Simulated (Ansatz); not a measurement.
C2H6FGa, SMILES [CH3][Ga]([CH3])[F], vertical spin-state energies

Computed with Ansatz's Python interface.

At the Python prompt:
```pycon
>>> import ansatz
>>> BASIS_SET = "def2-SVP"
>>> XC = "pbe"
>>> c2h6fga = (
...     ansatz.Crystal.molecule()
...     .atom("C", (-0.7695, 1.0933, -0.7903))
...     .atom("Ga", (0.3513, -0.2237, -0.5663))
...     .atom("C", (0.7024, -1.0536, 0.9539))
...     .atom("F", (-0.3458, -1.3326, -1.305))
...     .atom("H", (-1.397, 1.2469, 0.1182))
...     .atom("H", (0.1497, 1.6877, -0.707))
...     .atom("H", (-1.3665, 1.568, -1.6448))
...     .atom("H", (1.1972, -2.0211, 1.2527))
...     .atom("H", (1.556, -0.2913, 0.9343))
...     .atom("H", (0.0053, -0.7247, 1.7571))
... )
>>> setup = (
...     c2h6fga.calculation()
...     .basis(gaussian=BASIS_SET)
...     .functional(XC)
... )
>>> found = {}
>>> for unpaired in [0, 2]:
...     rep = setup.spin("collinear", total=unpaired).run().report
...     s = unpaired / 2
...     found[unpaired] = rep["free_energy_ev"]
...     print(f"2S+1 = {unpaired + 1}: E = {found[unpaired]:.5f} eV, <S^2> = {abs(rep['mean_field']['state']['spin_squared']):.3f} (pure state {s * (s + 1):.2f})")
...
2S+1 = 1: E = -57238.33177 eV, <S^2> = 0.000 (pure state 0.00)
2S+1 = 3: E = -57235.29619 eV, <S^2> = 2.003 (pure state 2.00)
>>> lowest = min(found, key=found.get)
>>> for unpaired, e in found.items():
...     print(f"multiplicity {unpaired + 1}: {23.060548 * (e - found[lowest]):.1f} kcal/mol above the lowest")
...
multiplicity 1: 0.0 kcal/mol above the lowest
multiplicity 3: 70.0 kcal/mol above the lowest
```

In order: multiplicity 1 (+0.00 eV) and multiplicity 3 (+3.04 eV), all at the one geometry.

Caveats:
- Total energies depend on the basis set; only differences at equal settings carry meaning.
- The geometry is a force-field or estimated start, not a minimum of this method, and the basis set is short of its limit. All parts are taken at fixed geometry, without zero-point energy.
- Timing: 7 s on 1 thread of AMD EPYC 9R45 96-Core Processor (Zen 5), with other jobs on the host, peak memory 0.29 GiB.

(Lines on the test bed's own set-up are left out of the output.)
